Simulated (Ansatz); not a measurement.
Write a Python script for the Ansatz DFT code, driven from Python that makes a scan of the Hubbard U of EuSnO₃, space group Pm-3m. Use (first run): LDA, PAW, the default cutoff (420 eV here), 5×5×5 k-points, Fermi-Dirac smearing of 0.1 eV, collinear spin.

`eusno3.cif`
```cif
data_EuSnO3
_cell_length_a 4.075996
_cell_length_b 4.075996
_cell_length_c 4.075996
_cell_angle_alpha 90.00000
_cell_angle_beta 90.00000
_cell_angle_gamma 90.00000
_symmetry_space_group_name_H-M 'P 1'
_symmetry_Int_Tables_number 1
loop_
_symmetry_equiv_pos_as_xyz
'x, y, z'
loop_
_atom_site_label
_atom_site_type_symbol
_atom_site_fract_x
_atom_site_fract_y
_atom_site_fract_z
Eu1 Eu    0.000000    0.000000    0.000000
Sn2 Sn    0.500000    0.500000    0.500000
O3 O    0.500000    0.500000    0.000000
O4 O    0.500000    0.000000    0.500000
O5 O    0.000000    0.500000    0.500000
```

`eusno3_plus_u.py`
```python
from dataclasses import dataclass
import warnings

import ansatz as az
from ase.io import read
import numpy as np


@dataclass
class Settings:
    functional: str = "LDA"
    smearing: str = "fermi_dirac"


settings = Settings()


def count_gap(report):
    # lowest empty less highest filled band, counting bands; zero where they overlap
    return max(report.get("gap_by_band_count_ev") or 0.0, 0.0)


def main() -> None:
    warnings.simplefilter("ignore", az.DeckWarning)

    atoms = read("eusno3.cif")
    crystal = az.Crystal.from_ase(atoms).moments(Eu=7)

    base = crystal.calculation()
    base = base.functional(settings.functional)
    base = base.kpoints(5).occupations(settings.smearing)
    base = base.spin("collinear").band_table()
    rows = []
    for u in [2.0, 4.0, 6.0, 8.0]:
        data = base.hubbard("Eu", "f", u_eff=u).run().report
        shell = data["hubbard"]["n_scf"]
        rows.append((u, count_gap(data), sum(shell) / len(shell), max(abs(m) for m in data["site_moments_mub"]), data["n_iterations"]))
    print("      U_eff eV  gap by band count eV  Eu f occupation (projector)  largest moment muB      iterations")
    for row in rows:
        print(f"{str(row[0]):>14s}  {row[1]:20.3f}  {row[2]:27.4f}  {row[3]:18.3f}  {row[4]:14d}")


if __name__ == "__main__":
    main()
```

`python eusno3_plus_u.py` gives:
```text
      U_eff eV  gap by band count eV  Eu f occupation (projector)  largest moment muB      iterations
           2.0                 0.000                       6.9278               6.795              15
           4.0                 0.000                       6.9860               6.850              14
           6.0                 0.088                       6.9946               6.861              13
           8.0                 0.640                       7.0065               6.874              12
```

From U = 2 to 8 eV the largest site moment goes from 6.80 to 6.87 μB.

Caveats:
- Open f shells: with a Hubbard U, without spin-orbit coupling; the state reached hangs on the start and needn't be the lowest.
- A gap by band count of zero or less means overlapping bands, a metal.
- This cell is a computed structure, which may not be the phase found in nature.
- Levels are Kohn-Sham eigenvalues on this mesh, without spin-orbit coupling.
- Shell occupations and the effect of U depend on the projectors; a run with no .spin step is spin-unpolarised, and each U may end in a state that isn't the lowest.
- The script silences the warnings on its input, which a real study should read.
- The whole script took 41 s on 1 thread of Arm Neoverse V2, with other jobs on the host, peak memory 0.52 GiB.
